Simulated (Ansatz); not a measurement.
# CH₅ClGeOSe: up Jacob's ladder to CCSD(T)

One table from this session's results is given with a row withheld; the runs are named, their logs left out.

Program: Ansatz 0.2.0, Gaussian basis. Level of theory: functionals in def2-TZVPP, the program's frozen cores in correlated methods. These are calculated values, not measurements.

The runs, in order: PBE-D4, r2SCAN-D4, PBE0-D4, B3LYP-D4, ωB97X-V, ωB97M-V, B2PLYP; CCSD(T)/def2-TZVPP; MP2/def2-QZVPP; extrapolation to the limit.

## The relaxed structure

An earlier PBE0-D4 in a triple-zeta def2 set relaxation fixed the geometry.

10 atoms, charge 0, spin multiplicity 1.

Atoms are counted from 1 here; the program's logs count them from 0.

Bond lengths: C1–O2 1.412 Å, C1–H6 1.095 Å, C1–H7 1.091 Å, C1–H8 1.096 Å, O2–Ge3 1.759 Å, Ge3–Cl4 2.154 Å, Ge3–Se5 2.346 Å, Ge3–H9 1.527 Å, Se5–H10 1.468 Å. Angles: O2–C1–H6 111.5°, O2–C1–H7 107.5°, O2–C1–H8 111.7°, H6–C1–H7 108.6°, H6–C1–H8 108.9°, H7–C1–H8 108.6°, C1–O2–Ge3 120.4°, O2–Ge3–Cl4 107.9°, O2–Ge3–Se5 112.3°, O2–Ge3–H9 105.6°, Cl4–Ge3–Se5 107.6°, Cl4–Ge3–H9 110.5°, Se5–Ge3–H9 112.9°, Ge3–Se5–H10 91.3°.

Set-up of the first run:

in.yaml

```yaml
crystal:
  periodic: [false, false, false]
  atoms:
    - {symbol: C, position_ang: [1.033787, 0.474947, 1.100245]}
    - {symbol: O, position_ang: [0.121757, 1.184776, 0.288185]}
    - {symbol: Ge, position_ang: [-0.818836, 0.343576, -0.937223]}
    - {symbol: Cl, position_ang: [0.554746, -0.463667, -2.387413]}
    - {symbol: Se, position_ang: [-2.040715, -1.449161, -0.044123]}
    - {symbol: H, position_ang: [1.867041, 0.074650, 0.512538]}
    - {symbol: H, position_ang: [1.431130, 1.175810, 1.836293]}
    - {symbol: H, position_ang: [0.545386, -0.350248, 1.631519]}
    - {symbol: H, position_ang: [-1.706189, 1.408748, -1.576809]}
    - {symbol: H, position_ang: [-0.988106, -2.399421, -0.423220]}
basis:
  gaussian: {orbitals: def2-TZVPP}
hamiltonian: {xc: pbe, dispersion: d4}
output: {forces: true, orbitals: {seedname: orbitals}}
```

The run is started by

```bash
$ ansatz run in.yaml --threads 2 --pin off --events-out ev --progress --plain --max-ram 32768MiB --backend cpu
```

Among the steps run: PBE-D4 (GGA); r2SCAN-D4 (meta-GGA); PBE0-D4 (hybrid); B3LYP-D4 (hybrid); ωB97X-V (range-separated); ωB97M-V (range-separated); B2PLYP (double hybrid); CCSD(T) in def2-TZVPP; MP2 in def2-QZVPP.

One of the session's tables, all rows but one given; the rest of the session is left out.

It belongs to the step «Atomisation energies». 

```
            method  atomisation energy (kJ/mol)
            PBE-D4                       3317.5
         r2SCAN-D4                       3282.7
           PBE0-D4                       3254.9
          B3LYP-D4                       3241.1
           ωB97X-V                       3281.7
           ωB97M-V                       3255.4
            B2PLYP                            ?
     HF/def2-TZVPP                       2291.4
    MP2/def2-TZVPP                       3249.8
   CCSD/def2-TZVPP                       3135.5
CCSD(T)/def2-TZVPP                       3194.9
           MP2/CBS                       3335.9
       CCSD(T)/CBS                       3280.9
```

Q: Estimate the row for B2PLYP from the others.

The run gave: atomisation energy (kJ/mol): 3212.2. In the column «atomisation energy (kJ/mol)» it lies between CCSD(T)/def2-TZVPP (3194.9) and B3LYP-D4 (3241.1).

Limits of these values: Free atoms (1 C, 1 O, 1 Ge, 1 Cl, 1 Se, 5 H) were run apart at each level; the atomisation energy is their sum less the molecule, without zero-point or spin-orbit terms.
